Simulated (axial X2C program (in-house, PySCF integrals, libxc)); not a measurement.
**TeH⁻: properties at the nuclei**

Aim: properties at the nuclei of TeH⁻, with spin–orbit coupling in the Hamiltonian from the start.

Program: an in-house X2C program for linear molecules on PySCF integrals. Level of theory: two-component X2C with atomic mean-field terms, Te dyall-acv3z, H dyall-av3z. These are calculated values, not measurements.

**1. The job**

The input, task.json:

```json
{
 "zs": [
  52,
  1
 ],
 "q": -1,
 "bas": [
  "dyall-acv3z",
  "dyall-av3z"
 ],
 "r0": 1.68,
 "levels": [
  "PBE0",
  "HF",
  "BHandHLYP",
  "LDA",
  "B3LYP"
 ],
 "nst": 3
}
```

Keys: zs atomic numbers; q charge; bas basis sets; r0 starting distance in Å; levels methods (HF also brings MP2); nst determinants followed.

Started as:

```console
$ python soeom.py task.json out
```

After this run come: Expectation values, lowest determinant; Expectation values, a higher determinant; Expectation values, a higher determinant.

**Question.** What will these runs give? Wanted: lowest determinant; qzz Te; qzz H; higher determinant; Eeff magnitude; Ws magnitude Te; A∥/gI Te (for each run or level that gives them).

The runs gave:

| quantity | value |
| --- | --- |
| lowest determinant | Ω = 0 (closed shell) |
| qzz Te (a.u.), PBE0 | 7.55 |
| qzz H (a.u.), PBE0 | 0.14 |
| higher determinant | Ω = 2 (excess of +ω over −ω: ω = 1/2, ω = 3/2) |
| Eeff magnitude (GV/cm), PBE0, higher determinant | 4.36 |
| Ws magnitude Te (kHz), PBE0, higher determinant | 1.3 |
| A∥/gI Te (MHz), PBE0, higher determinant | 648 |
| qzz Te (a.u.), PBE0, higher determinant | 2.88 |
| higher determinant | Ω = 1 (excess of +ω over −ω: ω = -1/2, ω = 3/2) |
| Eeff magnitude (GV/cm), PBE0, higher determinant | 1.66 |
| Ws magnitude Te (kHz), PBE0, higher determinant | 1.07 |
| A∥/gI Te (MHz), PBE0, higher determinant | 418 |
| qzz Te (a.u.), PBE0, higher determinant | 3.01 |

**Reading.** The expectation values come from single determinants, which for open shells can mix terms of unlike spin or miss the lowest Ω, so a determinant need not be a state. Eeff is the effective electric field on the electron dipole moment in this Ω state and Ws the scalar–pseudoscalar constant (defined with the proton number Z and per Ω); A∥ is the parallel hyperfine constant, which follows by multiplying with the nuclear g factor gI = μI/(I μN); qzz is the electric field gradient, eQq0 = 234.96 MHz × Q/barn × qzz. The operators were transformed with the bare-nucleus X2C matrices.
